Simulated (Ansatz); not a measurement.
# ClH3O3Sn: a ladder of functionals and wavefunction methods

Aim: compute ClH3O3Sn with functionals from several rungs and with coupled cluster. The yardstick is the atomisation energy at the CCSD(T) limit.

Program: Ansatz 0.2.0, Gaussian basis. Level of theory: functionals in def2-TZVPP, the program's frozen cores in correlated methods. These are calculated values, not measurements.

Levels to be run: LDA (SPW92), PBE-D4, revPBE-D4, BLYP-D4, r2SCAN-D4, B97M-V, PBE0-D4, B3LYP-D4, r2SCANh-D4, r2SCAN0-D4, HSE06-D4, BHLYP-D4, CAM-B3LYP-D4, LC-ωPBE, ωB97X-V, ωB97M-V, B2PLYP, PBE-QIDH; CCSD(T)/def2-SVP; CCSD(T)/def2-TZVPP; MP2/def2-QZVPP; extrapolation to the limit; RPA on PBE.

## Step 1: The relaxed structure

The geometry comes from an earlier relaxation with PBE0-D4 in a triple-zeta def2 set; it is a stationary point, not always the lowest conformer. Sn takes the def2 core potential; no spin-orbit term is included.

SMILES `[OH][Sn]([OH])([OH])[Cl]`, 8 atoms, charge 0, spin multiplicity 1.

Atoms are counted from 1 here; the program's logs count them from 0.

Bond lengths: O1–Sn2 1.940 Å, O1–H6 0.962 Å, Sn2–O3 1.939 Å, Sn2–O4 1.933 Å, Sn2–Cl5 2.305 Å, O3–H7 0.961 Å, O4–H8 0.962 Å. Angles: Sn2–O1–H6 112.7°, O1–Sn2–O3 108.6°, O1–Sn2–O4 113.0°, O1–Sn2–Cl5 107.2°, O3–Sn2–O4 105.6°, O3–Sn2–Cl5 113.6°, O4–Sn2–Cl5 109.0°, Sn2–O3–H7 113.0°, Sn2–O4–H8 111.5°.

## Step 2: LDA

This LDA is Slater exchange with PW92 correlation.

in.yaml reads:

```yaml
crystal:
  periodic: [false, false, false]
  atoms:
    - {symbol: O, position_ang: [-0.969030, 0.897603, 1.251386]}
    - {symbol: Sn, position_ang: [-0.035069, 0.065539, -0.231443]}
    - {symbol: O, position_ang: [1.708573, -0.516751, 0.384844]}
    - {symbol: O, position_ang: [-0.916592, -1.527437, -0.881243]}
    - {symbol: Cl, position_ang: [0.060177, 1.616336, -1.933567]}
    - {symbol: H, position_ang: [-1.432445, 1.699785, 0.993993]}
    - {symbol: H, position_ang: [2.050365, 0.018274, 1.106879]}
    - {symbol: H, position_ang: [-0.373778, -2.310449, -0.746649]}
basis:
  gaussian: {orbitals: def2-TZVPP}
hamiltonian: {xc: lda}
output: {orbitals: {seedname: orbitals}}
```

The run is started by

```sh
> ansatz run in.yaml --threads 4 --pin off --events-out ev --progress --plain --max-ram 10444MiB
```

Further steps of the session: PBE-D4 (GGA); revPBE-D4 (GGA); BLYP-D4 (GGA); r2SCAN-D4 (meta-GGA); B97M-V (meta-GGA); PBE0-D4 (hybrid); B3LYP-D4 (hybrid); r2SCANh-D4 (hybrid); r2SCAN0-D4 (hybrid); HSE06-D4 (hybrid); BHLYP-D4 (hybrid); CAM-B3LYP-D4 (range-separated); LC-ωPBE (range-separated); ωB97X-V (range-separated); ωB97M-V (range-separated); B2PLYP (double hybrid); PBE-QIDH (double hybrid); CCSD(T) in def2-SVP; CCSD(T) in def2-TZVPP; MP2 in def2-QZVPP; RPA on PBE orbitals.

Q: Predict the results of all the runs planned. Wanted: atomisation energy, CCSD(T)/CBS; farthest beyond LDA; mean size of error, GGA; mean size of error, meta-GGA; mean size of error, hybrid; mean size of error, range-separated; mean size of error, double hybrid; gap, smallest and largest; T1 diagnostic.

**Answer**, as computed:

| quantity | value |
| --- | --- |
| atomisation energy, CCSD(T)/CBS | 656.1 kcal/mol |
| functionals within 6.6 kcal/mol (1.0 %) | PBE-D4 |
| farthest beyond LDA | BHLYP-D4 (-55.3 kcal/mol) |
| mean size of error, GGA | 12.4 kcal/mol |
| mean size of error, meta-GGA | 9.0 kcal/mol |
| mean size of error, hybrid | 29.5 kcal/mol |
| mean size of error, range-separated | 13.3 kcal/mol |
| mean size of error, double hybrid | 24.2 kcal/mol |
| gap, smallest and largest | 4.46 eV (LDA (SPW92)), 12.53 eV (LC-ωPBE) |
| T1 diagnostic | 0.0138 |
| triples share of the correlation energy | 3.6 % |

What this shows: LDA overbinds by 106.9 kcal/mol (16 %). PBE-D4 misses by +3.4 kcal/mol. Double hybrids carry the basis error of their MP2 part in triple zeta, and no dispersion term here, so their miss is partly the set-up's. By mean error the best rung here is meta-GGA (9.0 kcal/mol) and the worst beyond LDA is hybrid (29.5 kcal/mol). The mean of the hybrids holds BHLYP, with half exact exchange. The reference freezes the cores and leaves out spin-orbit coupling and excitations past (T), and its outer-core shells are covered unevenly, so misses under about 6.6 kcal/mol can't be ranked. All levels share the lack of spin-orbit coupling, which lowers the free heavy atoms and so the true binding. Hartree-Fock recovers 62 % of the binding; the rest is correlation. CCSD(T) in def2-SVP is off by -77.6 kcal/mol, worse than the median functional, from the basis alone. The gap grows from 4.5 to 12.5 eV across the functionals, mostly with the share of exact exchange. Correlated methods include outer-core shells of Sn, which these sets cover unevenly.
